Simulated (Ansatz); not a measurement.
Born–Oppenheimer molecular dynamics of a periodic cell of 21 atoms, SiW8C8Cl4 (surface WC(001), adsorbate SiCl4). It goes on from the last frame of an earlier run, with new velocities.

Level of theory: DFT PBE, scalar-relativistic, plane waves, PAW (Ansatz 0.2.0). Settings: accuracy low, PAW set soft_1, cutoff 420 eV, k mesh 2x2x1, fermi-dirac smearing 0.1 eV, no spin polarisation.

* ensemble: NVT, Nosé–Hoover chain
* time step: 1 fs
* steps asked: 300
* set temperature: 1400 K
* thermostat: time constant 50 fs, chain length 3
* atoms held: 1, 5, 9, 13
* seed: 536021

First frame:

```xyz
21
Lattice="5.7800 0.0000 0.0000 -2.8900 5.0056 0.0000 0.0000 0.0000 17.2318" Properties=species:S:1:pos:R:3
W 0.000 0.000 1.000
C 1.425 0.895 2.251
W -0.011 0.025 3.940
C 1.311 1.008 4.991
W -1.445 2.503 1.000
C -0.005 3.509 2.363
W -1.434 2.560 3.933
C 0.148 3.568 4.999
W 2.890 0.000 1.000
C 4.343 0.907 2.298
W 2.893 0.105 3.864
C 4.314 0.826 5.118
W 1.445 2.503 1.000
C 2.930 3.351 2.311
W 1.490 2.599 3.942
C 2.821 3.406 5.019
Si 1.032 2.408 9.371
Cl -0.926 2.189 8.852
Cl 1.974 0.636 9.052
Cl 2.056 3.749 8.252
Cl 1.417 2.829 11.326
```

(1) What does the run give?

(2) What happens to the structure?

(3) How do temperature and energy run in time?

Answers

(1) The run went to its last step.

- steps done: 300
- time covered: 300 fs
- mean temperature over the second half: 1429 K
- spread of the potential energy over the second half: 21.7 meV per atom
- mean potential energy of the second half above the start: 79.7 meV per atom

The conserved energy stayed within 0.24 meV per atom of its start (net change 0.077 meV per atom), so the integration is sound. A run of 0.3 ps of so small a system gives no equilibrium averages. Limits of this set-up: coarse k mesh, slab without dipole correction, no dispersion correction for a molecule that may bind weakly, low accuracy level.

(2) Mean squared displacements from the first frame to the last: W 0.00 Å², C 0.05 Å², Si 3.55 Å², Cl 4.55 Å². Another seed would give other details.

(3) 
```json
{"time (fs)": "0", "T (K)": "1400", "potential energy less start (eV)": "0.000", "conserved less start (meV/atom)": "0.00"}
{"time (fs)": "15", "T (K)": "1002", "potential energy less start (eV)": "0.905", "conserved less start (meV/atom)": "0.11"}
{"time (fs)": "30", "T (K)": "1072", "potential energy less start (eV)": "0.896", "conserved less start (meV/atom)": "0.07"}
{"time (fs)": "45", "T (K)": "1066", "potential energy less start (eV)": "1.145", "conserved less start (meV/atom)": "0.08"}
{"time (fs)": "60", "T (K)": "1102", "potential energy less start (eV)": "1.500", "conserved less start (meV/atom)": "0.12"}
{"time (fs)": "75", "T (K)": "1407", "potential energy less start (eV)": "1.249", "conserved less start (meV/atom)": "0.08"}
{"time (fs)": "90", "T (K)": "1299", "potential energy less start (eV)": "1.828", "conserved less start (meV/atom)": "0.22"}
{"time (fs)": "105", "T (K)": "1608", "potential energy less start (eV)": "1.317", "conserved less start (meV/atom)": "0.09"}
{"time (fs)": "120", "T (K)": "1780", "potential energy less start (eV)": "0.992", "conserved less start (meV/atom)": "0.06"}
{"time (fs)": "135", "T (K)": "1188", "potential energy less start (eV)": "2.242", "conserved less start (meV/atom)": "0.23"}
{"time (fs)": "150", "T (K)": "1371", "potential energy less start (eV)": "1.814", "conserved less start (meV/atom)": "0.13"}
{"time (fs)": "165", "T (K)": "1164", "potential energy less start (eV)": "2.265", "conserved less start (meV/atom)": "0.11"}
{"time (fs)": "180", "T (K)": "1538", "potential energy less start (eV)": "1.515", "conserved less start (meV/atom)": "0.05"}
{"time (fs)": "195", "T (K)": "1341", "potential energy less start (eV)": "2.052", "conserved less start (meV/atom)": "0.19"}
{"time (fs)": "210", "T (K)": "1788", "potential energy less start (eV)": "1.170", "conserved less start (meV/atom)": "0.12"}
{"time (fs)": "225", "T (K)": "1509", "potential energy less start (eV)": "1.741", "conserved less start (meV/atom)": "0.15"}
{"time (fs)": "240", "T (K)": "1272", "potential energy less start (eV)": "2.144", "conserved less start (meV/atom)": "0.13"}
{"time (fs)": "255", "T (K)": "1347", "potential energy less start (eV)": "1.864", "conserved less start (meV/atom)": "0.10"}
{"time (fs)": "270", "T (K)": "1543", "potential energy less start (eV)": "1.270", "conserved less start (meV/atom)": "0.02"}
{"time (fs)": "285", "T (K)": "1402", "potential energy less start (eV)": "1.326", "conserved less start (meV/atom)": "0.14"}
{"time (fs)": "300", "T (K)": "1449", "potential energy less start (eV)": "0.820", "conserved less start (meV/atom)": "0.08"}
```

The run took 22 min on 2 threads of Arm Neoverse V2, on a shared host, peak memory 1.2 GiB.
